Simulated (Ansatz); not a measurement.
This script makes an all-electron equation of state of Sn2Pt, space group Fm-3m with Ansatz 0.2.0 through its Python package.

Script `eos_lapw.py`:
```python
import ansatz as az
from ase.eos import EquationOfState
from ase.units import GPa
import numpy as np

vectors0 = np.array([
    [0.0, 3.2125, 3.2125],
    [3.2125, 0.0, 3.2125],
    [3.2125, 3.2125, 0.0],
])
sites = [
    ('Sn', (0.25, 0.25, 0.25)),
    ('Sn', (0.75, 0.75, 0.75)),
    ('Pt', (0.0, 0.0, 0.0)),
]


def build(cell):
    crystal = az.Crystal(lattice=az.Lattice.of(cell))
    for symbol, position in sites:
        crystal = crystal.atom(symbol, position)
    return crystal

volumes, energies = [], []
for scale in np.linspace(0.94, 1.06, 5):
    cell = vectors0 * scale ** (1 / 3)
    calc = (
        build(cell).calculation()
        .functional('LDA')
        .occupations('Fermi-Dirac', width=10 * az.meV)
        .scf(lower_state_search='standard')
        .kpoints(8, 8, 8)
        .pseudopotentials('all_electron', lapw=True)
    )
    r = calc.run(threads=1).report
    volumes.append(abs(np.linalg.det(cell)) / len(sites))
    energies.append(r['free_energy_ev'] / len(sites))
    print(f'{scale:.3f} {volumes[-1]:9.4f} A^3/atom {energies[-1]:16.5f} eV/atom  (estimated basis error {1000 * r["lapw_basis_errors"]["total_ev_per_atom"]:.2f} meV/atom)')
v0, e0, bulk = EquationOfState(volumes, energies, eos='birchmurnaghan').fit()
print(f'V0 = {v0:.4f} A^3/atom, B0 = {bulk / GPa:.1f} GPa')
```

From its runs, with one value withheld:

| V (Å³/atom) | F less the lowest row shown (meV/atom) |
| --- | --- |
| 20.776 | 22.71 |
| 21.439 | 2.89 |
| 22.102 | 0.00 |
| 22.765 | 11.17 |
| 23.428 | ? |

What is the missing energy at 23.428 Å³ an atom?

A third-order Birch-Murnaghan fit, E = E0 + (9 V0 B0 / 16) [(t - 1)³ B' + (t - 1)² (6 - 4t)] with t = (V0/V)^(2/3), through the 4 rows shown gives V0 = 21.892 Å³, B0 = 118.6 GPa, B' = 5.12 and E0 = -0.73 meV. At V = 23.428 Å³, t = 0.95580, and the fit extrapolates to 34.02 meV. The run gave 34.00 meV, a miss of 0.02 meV.

What to keep in mind:
- The settings weren't tested for convergence.
- No spin polarisation was allowed.
- For a metal this k-point mesh is coarse: on a finer one energies can move by several to tens of meV an atom and pressures by half a GPa or more, differences at one mesh by less.
- Of the deposited cell: the entry's cell lengths or inner coordinates differ somewhat from later room-temperature determinations.
- Spin-orbit coupling, which matters for elements this heavy, is left out.
- The starting cell is as deposited in a crystallographic database; the results hold for this polymorph, which needn't be the stable one.
- Wall time of the script: 2.9 min on 1 thread of Arm Neoverse V1, with other jobs on the host, peak memory 0.6 GiB.
